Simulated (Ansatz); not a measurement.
# Zr3O: the cost of one run

Method: DFT PBEsol, scalar-relativistic, plane waves, PAW, in Ansatz 0.2.0.

The COD entry's cell or inner coordinates are ideal or old and differ from later refinements, so a difference from it is no clean test against experiment.

39 further runs of the same task are left out: 39 set aside as unsound or not needed.

**1. The structure to begin with**

The structure is hexagonal, space group P6_322 (No. 182). Conventional cell: a = 5.617 Å, b = 5.617 Å, c = 5.185 Å, α = 90.00°, β = 90.00°, γ = 120.00°. Zr (site symmetry 2) has 2 O at 2.28 Å as nearest neighbours. O (site symmetry 32) is surrounded by 6 Zr at 2.28 Å.

Structure file:

```xyz
8
Lattice="5.6172 0.0000 0.0000 -2.8086 4.8646 0.0000 0.0000 0.0000 5.1850" Properties=species:S:1:pos:R:3 pbc="T T T"
Zr    1.8722    0.0000    0.0000
Zr    0.9361    1.6214    2.5925
Zr   -0.9361    1.6214    0.0000
Zr    3.7450    0.0000    2.5925
Zr    1.8725    3.2433    0.0000
Zr   -1.8725    3.2433    2.5925
O     0.0000    3.2431    1.2962
O     2.8086    1.6215    3.8887
```

Source of the structure: the Crystallography Open Database.

**5. The grid**

Atoms count from 1 in the order of the input.

The energy is mapped over a free internal coordinate and the cell.

The axes are (1) shift of Zr1 along [1 0 0], its symmetry partners moved as symmetry demands (measured in the relaxed cell): 9 values from −0.150 Å; (2) c/a of the conventional cell at fixed volume: 9 values from 0.803 to 1.043.

Nothing else is relaxed (all other coordinates fixed). Energies count from the relaxed crystal. Points are written as (first, second).

(The set-up runs are not shown.)

**6. Point (−0.075 Å, 0.923)**

File input.yaml:

```yaml
crystal:
  lattice:
    - [5.5842861704, 0.0, 0.0]
    - [-2.7921430852, 4.8361336855, 0.0]
    - [0.0, 0.0, 5.1557455174]
  atoms:
    - { symbol: Zr, position: [0.3260414843, 0.0, 0.0] }
    - { symbol: Zr, position: [0.3260414843, 0.3260414843, 0.5] }
    - { symbol: Zr, position: [0.0, 0.3260414843, 0.0] }
    - { symbol: Zr, position: [0.6739585157, 0.0, 0.5] }
    - { symbol: Zr, position: [0.6739585157, 0.6739585157, 0.0] }
    - { symbol: Zr, position: [0.0, 0.6739585157, 0.5] }
    - { symbol: O, position: [0.3333333333, 0.6666666667, 0.25] }
    - { symbol: O, position: [0.6666666667, 0.3333333333, 0.75] }
basis:
  ecutwfc: 520.0
kpoints:
  mp_grid: { grid: [9, 9, 8] }
hamiltonian:
  xc: pbesol
  pseudopotentials: { kind: paw, azcp: { folder: soft_1 } }
scf:
  occupations: { method: gaussian, width: 0.15 }
output:
  forces: true
  stress: true
  eigenvalues: true
```

Started as:

```sh
$ ansatz run input.yaml --threads 4 --pin off --max-ram 8192MiB --backend cpu --events-out ev --progress --plain --runs-dir out
```

Q: Estimate wall time and peak memory on 4 threads of Intel Xeon Platinum 8375C at 2.90GHz (Ice Lake), shared host.

About 10 s, with a peak of 0.8 GiB.
